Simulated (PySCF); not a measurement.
# CoF₆ (-2): ligand-field states

What do calculations give for the ligand-field states of CoF₆ (-2)?

Programs: PySCF 2.14.0, with routines of our own; each step states its level. All values are computed. Atoms count from 0.

## 1. The starting structure

7 atoms, charge -2, states of the metal's open shell are computed; geometry from: model geometry, bond lengths from ionic radii.

## 2. Ligand-field states: state-averaged CASSCF in water

Job settings and geometry (Å):

```
{"job": {"kind": "lf", "basis": {"metal": "x2c-TZVPall", "ligand": "x2c-SVPall"}, "nevpt": true, "solvent": "water"}, "charge": -2, "metal": "Co", "open_shell": "d5"}
Co     0.000000     0.000000     0.000000
F      1.294005    -0.747094     1.056551
F      0.000000     1.494189     1.056551
F     -1.294005    -0.747094     1.056551
F      1.294005     0.747094    -1.056551
F     -1.294005     0.747094    -1.056551
F     -0.000000    -1.494189    -1.056551
```

Method: state-averaged CASSCF of the metal d shell, SC-NEVPT2 on the averaged canonical orbitals, state-interaction spin-orbit coupling.

Command:

```
OMP_NUM_THREADS=1 python lf_run.py task.json out
```

One launch serves the whole session: the jobs run in the order shown.

Standard output:

```text
basis functions 132, electrons 83, active (5e, 5o)
stage 1: DIIS on the effective Fock matrix, level shift 0.30
cycle   1  E = -1981.8111566618  dE = -1.982e+03  max|g| = 3.745e+00
cycle   2  E = -1987.3587895065  dE = -5.548e+00  max|g| = 1.495e+00
cycle   3  E = -1988.4964447016  dE = -1.138e+00  max|g| = 2.533e-01
cycle   4  E = -1988.5585256456  dE = -6.208e-02  max|g| = 1.053e-01
cycle   5  E = -1988.5639254559  dE = -5.400e-03  max|g| = 3.490e-02
cycle   6  E = -1988.5502729656  dE =  1.365e-02  max|g| = 1.098e-01
cycle   7  E = -1988.2567864216  dE =  2.935e-01  max|g| = 6.182e-01
cycle   8  E = -1986.9061401172  dE =  1.351e+00  max|g| = 1.184e+00
cycle   9  E = -1985.9208265203  dE =  9.853e-01  max|g| = 1.712e+00
cycle  10  E = -1985.7844500142  dE =  1.364e-01  max|g| = 1.852e+00
cycle  11  E = -1985.8858213579  dE = -1.014e-01  max|g| = 1.844e+00
cycle  12  E = -1986.0077723954  dE = -1.220e-01  max|g| = 1.811e+00
cycle  13  E = -1986.0955737451  dE = -8.780e-02  max|g| = 1.786e+00
cycle  14  E = -1986.0468027928  dE =  4.877e-02  max|g| = 1.809e+00
cycle  15  E = -1985.5880551200  dE =  4.587e-01  max|g| = 1.973e+00
stage 2: quasi-Newton rotations from the point of smallest gradient
cycle  18  E = -1988.5648310254  dE = -9.056e-04  max|g| = 1.448e-02
cycle  19  E = -1988.5651681194  dE = -3.371e-04  max|g| = 2.638e-03
cycle  20  E = -1988.5651838988  dE = -1.578e-05  max|g| = 1.238e-03
cycle  21  E = -1988.5651861667  dE = -2.268e-06  max|g| = 3.851e-04
cycle  22  E = -1988.5651864238  dE = -2.571e-07  max|g| = 1.024e-04
cycle  23  E = -1988.5651864396  dE = -1.579e-08  max|g| = 3.917e-05
cycle  24  E = -1988.5651864405  dE = -9.613e-10  max|g| = 1.275e-05
cycle  25  E = -1988.5651864406  dE = -5.275e-11  max|g| = 2.201e-06
converged average energy = -1988.5651864406

 mult deg   label        CASSCF/cm-1   NEVPT2/cm-1
   2   3   2T2g                0.0           0.0
   6   1   6A1g           -20858.4       10013.7
   4   3   4T1g            -3947.5       11374.1
   4   3   4T2g             3428.6       18995.3
   2   3   2T1g            10117.3       25347.9
   2   1   2A2g            11736.8       27227.8
   2   3   2T2g            14024.7       29677.5
   2   2   2Eg             16814.1       32633.2
   4   1   4A1g             8560.5       36308.7
   4   2   4Eg             10154.6       37052.3
   2   3   2T1g            22631.4       37305.5
   2   3   2T2g            24989.6       41906.0
   4   3   4T2g            16201.3       42175.4
   4   2   4Eg             17697.5       43422.0
   2   1   2A1g            30430.7       46072.9
   2   1   2A1g            21984.7       48396.1
   4   1   4A2g            28249.5       48691.3
   2   3   2T2g            27442.2       49235.8
   2   2   2Eg             25747.6       49278.4
   2   2   2Eg             33497.0       55602.5
   4   3   4T1g            28430.9       57095.7
   2   3   2T1g            33848.2       57643.4
   2   3   2T2g            35557.5       58129.6
   2   3   2T1g            36988.6       60038.6
   2   1   2A2g            36555.1       60553.3
   2   1   2A1g            42652.1       61021.5
   2   2   2Eg             44369.8       67238.0
   4   3   4T1g            39046.4       68003.3
   2   3   2T1g            46161.9       71129.8
   2   3   2T2g            46924.8       73882.2
   2   2   2Eg             59675.7       74100.0
   4   3   4T2g            45452.8       75801.1
   2   3   2T1g            49287.9       80219.3
   2   1   2A2g            52113.1       82784.0
   2   3   2T2g            61643.4       85344.0
   2   3   2T1g            66315.8       85952.8
   2   2   2Eg             62239.1       86889.7
   2   3   2T2g            63153.7       92591.4
   2   3   2T2g            71955.5       93389.0
   2   3   2T1g            84357.2       99491.2
   2   1   2A1g            75300.5       99659.0
   2   3   2T2g            96393.6      112240.1
   2   2   2Eg             99772.1      115400.2

spin-orbit levels / cm-1
      0.00  x2  2T2g 0.99
   1020.37  x2  2T2g 1.00
   1020.40  x2  2T2g 1.00
  10407.10  x2  6A1g 0.83 4T1g 0.17
  10407.12  x2  6A1g 0.83 4T1g 0.17
  10416.12  x2  6A1g 0.83 4T1g 0.16
  12155.81  x2  4T1g 1.00
  12155.93  x2  4T1g 1.00
  12256.36  x2  4T1g 1.00
  12349.55  x2  4T1g 0.82 6A1g 0.17
  12349.71  x2  4T1g 0.82 6A1g 0.17
  12388.28  x2  4T1g 0.83 6A1g 0.17
  19704.27  x2  4T2g 1.00
  19714.84  x2  4T2g 1.00
  19714.93  x2  4T2g 1.00
  19716.85  x2  4T2g 1.00
  19729.40  x2  4T2g 1.00
  19729.55  x2  4T2g 1.00
  25893.26  x2  2T1g 0.99
  25893.30  x2  2T1g 0.99
  26337.68  x2  2T1g 1.00
  27964.34  x2  2A2g 0.99
  30320.40  x2  2T2g 0.99
  30439.67  x2  2T2g 0.99
  30439.71  x2  2T2g 0.99
  33367.44  x2  2Eg 1.00
  33367.46  x2  2Eg 1.00
  36981.56  x2  4A1g 0.92 2T1g 0.08
  36981.57  x2  4A1g 0.92 2T1g 0.08
  37750.87  x2  4Eg 0.83 2T1g 0.15
```

Run time: 25 s. Hardware: 1 thread of Arm Neoverse N1, shared host; peak memory 0.32 GiB.

Warnings kept with the result: strongly covalent, metal-shell active space is small for this complex.

In short:

| quantity | value |
| --- | --- |
| spin-orbit constant ζ | 533 cm⁻¹ |

Powder susceptibility:

| T (K) | χT (cm³ K/mol) | μ(eff) |
| --- | --- | --- |
| 2 | 0.500 | 2.00 |
| 5 | 0.504 | 2.01 |
| 10 | 0.510 | 2.02 |
| 20 | 0.523 | 2.04 |
| 30 | 0.535 | 2.07 |
| 50 | 0.560 | 2.12 |
| 75 | 0.591 | 2.17 |
| 100 | 0.622 | 2.23 |
| 150 | 0.684 | 2.34 |
| 200 | 0.745 | 2.44 |
| 250 | 0.803 | 2.53 |
| 300 | 0.855 | 2.62 |

## 3. Ligand-field states: state-averaged CASSCF (polar angle and twist at [50, 60]°) in water

Job settings and geometry (Å):

```
{"job": {"kind": "lf", "basis": {"metal": "x2c-TZVPall", "ligand": "x2c-SVPall"}, "nevpt": true, "solvent": "water", "reuse": true}, "charge": -2, "metal": "Co", "open_shell": "d5"}
Co     0.000000     0.000000     0.000000
F      1.214048    -0.700931     1.176301
F      0.000000     1.401861     1.176301
F     -1.214048    -0.700931     1.176301
F      1.214048     0.700931    -1.176301
F     -1.214048     0.700931    -1.176301
F     -0.000000    -1.401861    -1.176301
```

Method: state-averaged CASSCF of the metal d shell, SC-NEVPT2 on the averaged canonical orbitals, state-interaction spin-orbit coupling.

Standard output:

```text
basis functions 132, electrons 83, active (5e, 5o)
start from the orbitals of the previous structure
stage 1: DIIS on the effective Fock matrix, level shift 0.30
cycle   1  E = -1987.7404389464  dE = -1.988e+03  max|g| = 1.836e+00
cycle   2  E = -1988.4842527837  dE = -7.438e-01  max|g| = 2.962e-01
cycle   3  E = -1987.5924062891  dE =  8.918e-01  max|g| = 9.703e-01
cycle   4  E = -1986.8738866902  dE =  7.185e-01  max|g| = 9.354e-01
cycle   5  E = -1985.4335229613  dE =  1.440e+00  max|g| = 1.563e+00
cycle   6  E = -1984.3007683204  dE =  1.133e+00  max|g| = 2.185e+00
cycle   7  E = -1983.8179939504  dE =  4.828e-01  max|g| = 2.402e+00
cycle   8  E = -1983.5843248984  dE =  2.337e-01  max|g| = 2.495e+00
cycle   9  E = -1983.4162940032  dE =  1.680e-01  max|g| = 2.552e+00
cycle  10  E = -1983.2215039143  dE =  1.948e-01  max|g| = 2.591e+00
cycle  11  E = -1983.0391252666  dE =  1.824e-01  max|g| = 2.657e+00
cycle  12  E = -1982.6611061907  dE =  3.780e-01  max|g| = 2.597e+00
cycle  13  E = -1983.1844880129  dE = -5.234e-01  max|g| = 2.320e+00
cycle  14  E = -1983.0968826522  dE =  8.761e-02  max|g| = 2.313e+00
cycle  15  E = -1986.3492598163  dE = -3.252e+00  max|g| = 1.358e+00
stage 2: quasi-Newton rotations from the point of smallest gradient
cycle  17  E = -1988.5429359348  dE = -5.868e-02  max|g| = 5.083e-02
cycle  19  E = -1988.5462355714  dE = -3.300e-03  max|g| = 2.234e-02
cycle  20  E = -1988.5472412360  dE = -1.006e-03  max|g| = 6.288e-03
cycle  21  E = -1988.5473070530  dE = -6.582e-05  max|g| = 2.698e-03
cycle  22  E = -1988.5473172418  dE = -1.019e-05  max|g| = 5.371e-04
cycle  23  E = -1988.5473178781  dE = -6.363e-07  max|g| = 1.213e-04
cycle  24  E = -1988.5473179421  dE = -6.400e-08  max|g| = 3.679e-05
cycle  25  E = -1988.5473179458  dE = -3.758e-09  max|g| = 8.410e-06
converged average energy = -1988.5473179458

 mult deg   label        CASSCF/cm-1   NEVPT2/cm-1
   2   2   2Eg                 0.0           0.0
   2   1   2A1g              794.8         703.2
   6   1   6A1g           -20619.8       11242.5
   4   1   4A2g            -3904.2       11998.2
   4   2   4Eg             -3802.6       12085.7
   4   1   4A1g             2691.9       19139.8
   4   2   4Eg              3830.3       20011.0
   2   1   2A2g            10064.5       25786.2
   2   2   2Eg             10255.2       26072.4
   2   1   2A2g            11888.3       27948.8
   2   1   2A1g            13754.0       30151.7
   2   2   2Eg             14352.6       30516.9
   2   2   2Eg             16941.0       33345.3
   4   1   4A1g             8822.8       37263.7
   2   2   2Eg             22118.2       37946.0
   4   2   4Eg             10265.6       38083.6
   2   1   2A2g            23293.4       38685.3
   2   1   2A1g            24575.2       42028.6
   4   2   4Eg             15935.5       43114.9
   4   1   4A1g            16795.2       43627.2
   2   2   2Eg             25400.7       44052.0
   4   2   4Eg             17905.9       44507.6
   2   1   2A1g            30341.2       46773.8
   2   1   2A1g            21656.5       47053.2
   2   2   2Eg             27711.3       49453.8
   2   2   2Eg             26189.2       50268.5
   2   1   2A1g            27281.1       51585.8
   4   1   4A2g            28831.3       52032.4
   4   1   4A2g            26437.4       53943.7
   2   2   2Eg             33152.1       56504.4
   2   2   2Eg             34072.7       58102.7
   2   1   2A2g            33785.6       58310.5
   2   2   2Eg             35459.3       59058.4
   4   2   4Eg             29629.7       59472.4
   2   1   2A1g            36634.3       60166.9
   2   1   2A2g            35152.5       60232.0
   2   2   2Eg             37427.7       61113.0
   2   1   2A1g            42477.8       61774.2
   2   1   2A2g            37853.2       62189.5
   2   2   2Eg             44149.7       68251.3
   4   2   4Eg             38605.1       68401.8
   2   1   2A2g            44688.2       70382.5
   4   1   4A2g            40844.2       71210.5
   2   2   2Eg             46588.8       73568.7
   2   2   2Eg             47425.9       73671.8
   2   2   2Eg             59588.8       76176.3
   2   1   2A1g            47596.4       76340.1
   4   2   4Eg             45805.4       77208.0
   4   1   4A1g            46108.1       77587.1
   2   2   2Eg             49146.3       81002.7
   2   1   2A2g            50777.5       82794.0
   2   1   2A2g            52612.6       84030.8
   2   2   2Eg             61310.4       85102.8
   2   1   2A1g            60136.3       87056.0
   2   1   2A2g            67523.3       88411.4
   2   2   2Eg             63496.9       89176.8
   2   2   2Eg             66609.9       89363.5
   2   1   2A1g            62850.7       89956.5
   2   2   2Eg             63927.6       91690.5
   2   1   2A1g            71700.1       93063.1

spin-orbit levels / cm-1
      0.00  x2  2Eg 0.88 2A1g 0.12
    920.47  x2  2Eg 1.00
   1405.37  x2  2A1g 0.88 2Eg 0.12
  11365.49  x2  6A1g 0.72 4Eg 0.27
  11378.71  x2  6A1g 0.72 4Eg 0.16 4A2g 0.11
  11396.67  x2  6A1g 0.73 4A2g 0.15 4Eg 0.11
  12647.79  x2  4A2g 0.68 4Eg 0.31
  12724.53  x2  4Eg 0.66 4A2g 0.34
  12808.25  x2  4Eg 0.74 4A2g 0.24
  13007.48  x2  4Eg 0.52 6A1g 0.27 4A2g 0.20
  13008.36  x2  4Eg 0.66 6A1g 0.28 4A2g 0.06
  13046.02  x2  4Eg 0.55 6A1g 0.25 4A2g 0.20
  19713.09  x2  4A1g 1.00
  19729.65  x2  4A1g 1.00
  20578.29  x2  4Eg 1.00
  20585.85  x2  4Eg 1.00
  20596.97  x2  4Eg 1.00
  20608.42  x2  4Eg 1.00
  26281.80  x2  2A2g 0.88 2Eg 0.11
  26440.29  x2  2Eg 0.99
  26871.21  x2  2Eg 0.89 2A2g 0.11
  28543.73  x2  2A2g 0.99
  30729.04  x2  2A1g 0.97
  31060.38  x2  2Eg 0.96
  31139.56  x2  2Eg 0.99
  33910.94  x2  2Eg 1.00
  33963.95  x2  2Eg 1.00
  37776.12  x2  4A1g 0.90 2A2g 0.05 2Eg 0.04
  37815.92  x2  4A1g 0.93 2Eg 0.07
  38410.89  x2  2Eg 0.78 4Eg 0.14 4A1g 0.05
```

Run time: 18 s. Hardware: 1 thread of Arm Neoverse N1, shared host; peak memory 0.32 GiB.

Warnings kept with the result: strongly covalent, metal-shell active space is small for this complex.

In short:

| quantity | value |
| --- | --- |
| spin-orbit constant ζ | 532 cm⁻¹ |

Powder susceptibility:

| T (K) | χT (cm³ K/mol) | μ(eff) |
| --- | --- | --- |
| 2 | 0.594 | 2.18 |
| 20 | 0.612 | 2.21 |
| 100 | 0.690 | 2.35 |
| 300 | 0.874 | 2.64 |

## 4. Ligand-field states: state-averaged CASSCF (polar angle and twist at [59, 60]°) in water

Job settings and geometry (Å):

```
{"job": {"kind": "lf", "basis": {"metal": "x2c-TZVPall", "ligand": "x2c-SVPall"}, "nevpt": true, "solvent": "water", "reuse": true}, "charge": -2, "metal": "Co", "open_shell": "d5"}
Co     0.000000     0.000000     0.000000
F      1.358461    -0.784308     0.942520
F      0.000000     1.568616     0.942520
F     -1.358461    -0.784308     0.942520
F      1.358461     0.784308    -0.942520
F     -1.358461     0.784308    -0.942520
F     -0.000000    -1.568616    -0.942520
```

Level: state-averaged CASSCF of the metal d shell, SC-NEVPT2 on the averaged canonical orbitals, state-interaction spin-orbit coupling.

Standard output:

```text
basis functions 132, electrons 83, active (5e, 5o)
start from the orbitals of the previous structure
stage 1: DIIS on the effective Fock matrix, level shift 0.30
cycle   1  E = -1986.1161164833  dE = -1.986e+03  max|g| = 2.330e+00
cycle   2  E = -1988.2723978393  dE = -2.156e+00  max|g| = 4.578e-01
cycle   3  E = -1988.3843582309  dE = -1.120e-01  max|g| = 3.419e-01
cycle   4  E = -1988.4675876160  dE = -8.323e-02  max|g| = 1.660e-01
cycle   5  E = -1988.5108975368  dE = -4.331e-02  max|g| = 1.795e-01
cycle   6  E = -1988.2031914655  dE =  3.077e-01  max|g| = 3.876e-01
cycle   7  E = -1986.6584892179  dE =  1.545e+00  max|g| = 1.312e+00
cycle   8  E = -1984.7742823605  dE =  1.884e+00  max|g| = 1.968e+00
cycle   9  E = -1983.4589499866  dE =  1.315e+00  max|g| = 2.487e+00
cycle  10  E = -1982.9426899592  dE =  5.163e-01  max|g| = 2.689e+00
cycle  11  E = -1982.7460418319  dE =  1.966e-01  max|g| = 2.774e+00
cycle  12  E = -1982.6549522216  dE =  9.109e-02  max|g| = 2.816e+00
cycle  13  E = -1982.6327094181  dE =  2.224e-02  max|g| = 2.829e+00
cycle  14  E = -1982.7466605630  dE = -1.140e-01  max|g| = 2.795e+00
cycle  15  E = -1983.0317160636  dE = -2.851e-01  max|g| = 2.698e+00
stage 2: quasi-Newton rotations from the point of smallest gradient
cycle  17  E = -1988.5394131428  dE = -7.183e-02  max|g| = 8.453e-02
cycle  18  E = -1988.5453017844  dE = -5.889e-03  max|g| = 5.741e-02
cycle  19  E = -1988.5512206575  dE = -5.919e-03  max|g| = 2.580e-02
cycle  20  E = -1988.5517051408  dE = -4.845e-04  max|g| = 1.237e-02
cycle  21  E = -1988.5519687255  dE = -2.636e-04  max|g| = 1.476e-03
cycle  22  E = -1988.5519730913  dE = -4.366e-06  max|g| = 4.296e-04
cycle  23  E = -1988.5519736469  dE = -5.556e-07  max|g| = 1.258e-04
cycle  24  E = -1988.5519736813  dE = -3.440e-08  max|g| = 3.253e-05
cycle  25  E = -1988.5519736848  dE = -3.412e-09  max|g| = 7.132e-06
converged average energy = -1988.5519736848

 mult deg   label        CASSCF/cm-1   NEVPT2/cm-1
   2   1   2A1g                0.0           0.0
   2   2   2Eg               801.5         947.9
   6   1   6A1g           -20347.0       11360.9
   4   2   4Eg             -3551.5       12314.0
   4   1   4A2g            -3494.2       12334.6
   4   2   4Eg              3530.0       19646.6
   4   1   4A1g             4126.3       20694.3
   2   2   2Eg             10479.9       26214.8
   2   1   2A2g            10582.6       26339.1
   2   1   2A2g            12180.9       28205.7
   2   2   2Eg             14243.9       30506.2
   2   1   2A1g            14830.9       30915.1
   2   2   2Eg             17241.7       33603.0
   4   1   4A1g             9163.2       37339.5
   2   1   2A2g            22579.3       37758.1
   4   2   4Eg             10573.1       38252.8
   2   2   2Eg             22824.1       38893.2
   2   2   2Eg             24985.1       41501.6
   4   1   4A1g            16298.4       43121.2
   4   2   4Eg             16598.2       43514.2
   4   2   4Eg             18241.7       44750.1
   2   1   2A1g            26039.0       47023.3
   2   1   2A1g            30553.9       47215.9
   2   1   2A1g            28262.8       48447.6
   2   1   2A1g            22134.2       48499.5
   2   2   2Eg             26661.8       50066.7
   4   1   4A2g            28024.2       50958.7
   2   2   2Eg             27679.8       51261.8
   2   2   2Eg             33513.8       56630.4
   4   2   4Eg             28218.8       57479.4
   2   1   2A1g            35265.9       58178.5
   2   2   2Eg             34518.7       58557.5
   2   1   2A2g            33983.3       58684.6
   4   1   4A2g            31136.0       59299.1
   2   2   2Eg             36513.6       59994.2
   2   2   2Eg             36972.9       61047.2
   2   1   2A2g            36427.2       61217.6
   2   1   2A2g            38601.2       61934.6
   2   1   2A1g            42843.1       62008.7
   4   1   4A2g            38306.5       67807.8
   2   2   2Eg             44408.6       68394.4
   4   2   4Eg             40270.4       70306.7
   2   2   2Eg             46128.6       71405.5
   2   1   2A2g            48132.9       73926.9
   2   1   2A1g            46927.7       73998.2
   2   2   2Eg             47504.0       75531.0
   2   2   2Eg             59829.8       76586.7
   4   1   4A1g            45880.4       77093.0
   4   2   4Eg             46261.2       77528.1
   2   1   2A2g            48822.4       81047.1
   2   2   2Eg             50454.7       81995.0
   2   1   2A2g            52694.1       84145.1
   2   1   2A2g            65953.2       86140.0
   2   2   2Eg             60952.2       86524.2
   2   1   2A1g            63039.1       87651.9
   2   2   2Eg             62504.1       88382.9
   2   2   2Eg             67535.0       88983.2
   2   2   2Eg             63887.0       90010.2
   2   2   2Eg             72233.7       93849.3
   2   1   2A1g            65605.8       95995.0

spin-orbit levels / cm-1
      0.00  x2  2A1g 0.77 2Eg 0.23
   1203.27  x2  2Eg 0.77 2A1g 0.23
   1521.17  x2  2Eg 1.00
  11261.56  x2  6A1g 0.75 4A2g 0.14 4Eg 0.11
  11265.02  x2  6A1g 0.75 4Eg 0.14 4A2g 0.10
  11288.98  x2  6A1g 0.77 4Eg 0.22
  12673.28  x2  4Eg 0.97
  12720.68  x2  4A2g 0.58 4Eg 0.42
  12799.09  x2  4Eg 0.75 4A2g 0.25
  12965.26  x2  4Eg 0.43 4A2g 0.32 6A1g 0.24
  12968.95  x2  4A2g 0.39 4Eg 0.37 6A1g 0.24
  13005.63  x2  4Eg 0.57 6A1g 0.23 4A2g 0.19
  19926.75  x2  4Eg 1.00
  19959.59  x2  4Eg 1.00
  19980.91  x2  4Eg 1.00
  19993.56  x2  4Eg 1.00
  21007.87  x2  4A1g 1.00
  21008.19  x2  4A1g 1.00
  26391.79  x2  2Eg 0.50 2A2g 0.49
  26392.60  x2  2Eg 0.99
  26854.84  x2  2A2g 0.50 2Eg 0.50
  28535.88  x2  2A2g 0.99
  30785.58  x2  2Eg 0.97
  30856.33  x2  2Eg 0.99
  31236.00  x2  2A1g 0.97
  33904.88  x2  2Eg 1.00
  33956.51  x2  2Eg 1.00
  37619.66  x2  4A1g 0.96 2Eg 0.04
  37628.49  x2  4A1g 0.90 2A2g 0.08
  38062.86  x2  2A2g 0.88 4A1g 0.08
```

It took 19 s on 1 thread of Arm Neoverse N1, shared host; peak memory 0.33 GiB.

Warnings kept with the result: strongly covalent, metal-shell active space is small for this complex.

From this job:

| quantity | value |
| --- | --- |
| spin-orbit constant ζ | 532 cm⁻¹ |

Powder susceptibility:

| T (K) | χT (cm³ K/mol) | μ(eff) |
| --- | --- | --- |
| 2 | 0.607 | 2.20 |
| 20 | 0.619 | 2.23 |
| 100 | 0.674 | 2.32 |
| 300 | 0.810 | 2.54 |

(Part 1 of 3 ends here.)
